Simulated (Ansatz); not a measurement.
# Rb3Ru: the cost of one run

Method: DFT PBE, scalar-relativistic, plane waves, PAW, in Ansatz 0.2.0.

1 further run of the same task is left out (it didn't finish).

**1. The system as given**

It takes space group P6/mmm (No. 191, hexagonal). Conventional cell: a = 6.252 Å, b = 6.252 Å, c = 4.379 Å, α = 90.00°, β = 90.00°, γ = 120.00°. Rb (site symmetry mmm) is surrounded by 2 Ru at 3.13 Å and 4 Rb at 3.13 Å. Around Ru (site symmetry 6/mmm) lie 6 Rb at 3.13 Å.

As a file:

```cif
data_structure
_symmetry_space_group_name_H-M 'P6/mmm'
_symmetry_Int_Tables_number 191
_cell_length_a 6.2518
_cell_length_b 6.2518
_cell_length_c 4.3787
_cell_angle_alpha 90.000
_cell_angle_beta 90.000
_cell_angle_gamma 120.000
_cell_volume 148.21
loop_
_atom_site_label
_atom_site_type_symbol
_atom_site_symmetry_multiplicity
_atom_site_Wyckoff_symbol
_atom_site_fract_x
_atom_site_fract_y
_atom_site_fract_z
_atom_site_occupancy
Rb1 Rb 3 f 0.50000 0.00000 0.00000 1
Ru1 Ru 1 a 0.00000 0.00000 0.00000 1
```

A structure generator made this guess: random cell by space group and Wyckoff sites (P6/mmm, No. 191). Its size is a rough estimate.

**2. A first look at the guess**

The input, input.yaml:

```yaml
crystal:
  lattice:
    - [6.25181414, 0.0, 0.0]
    - [-3.12590707, 5.41422987, 0.0]
    - [0.0, 0.0, 4.37870472]
  atoms:
    - { symbol: Rb, position: [0.5, 0.0, 0.0] }
    - { symbol: Rb, position: [0.0, 0.5, 0.0] }
    - { symbol: Rb, position: [0.5, 0.5, 0.0] }
    - { symbol: Ru, position: [0.0, 0.0, 0.0] }
basis:
  ecutwfc: 420
kpoints:
  mp_grid: { grid: [3, 3, 4] }
hamiltonian:
  xc: pbe
scf:
  occupations: { method: gaussian, width: 0.1 }
  lower_state_search: "off"
output:
  forces: true
  stress: true
  eigenvalues: true
```

Run with:

```
> ansatz run input.yaml --threads 1 --pin off --max-ram 2048MiB --backend cpu --events-out ev --progress --plain --runs-dir out
```

**Question.** How long does this run take on 1 thread of Arm Neoverse V1, shared host, and how much memory does it need?

About 2.5 s, with a peak of 0.35 GiB.
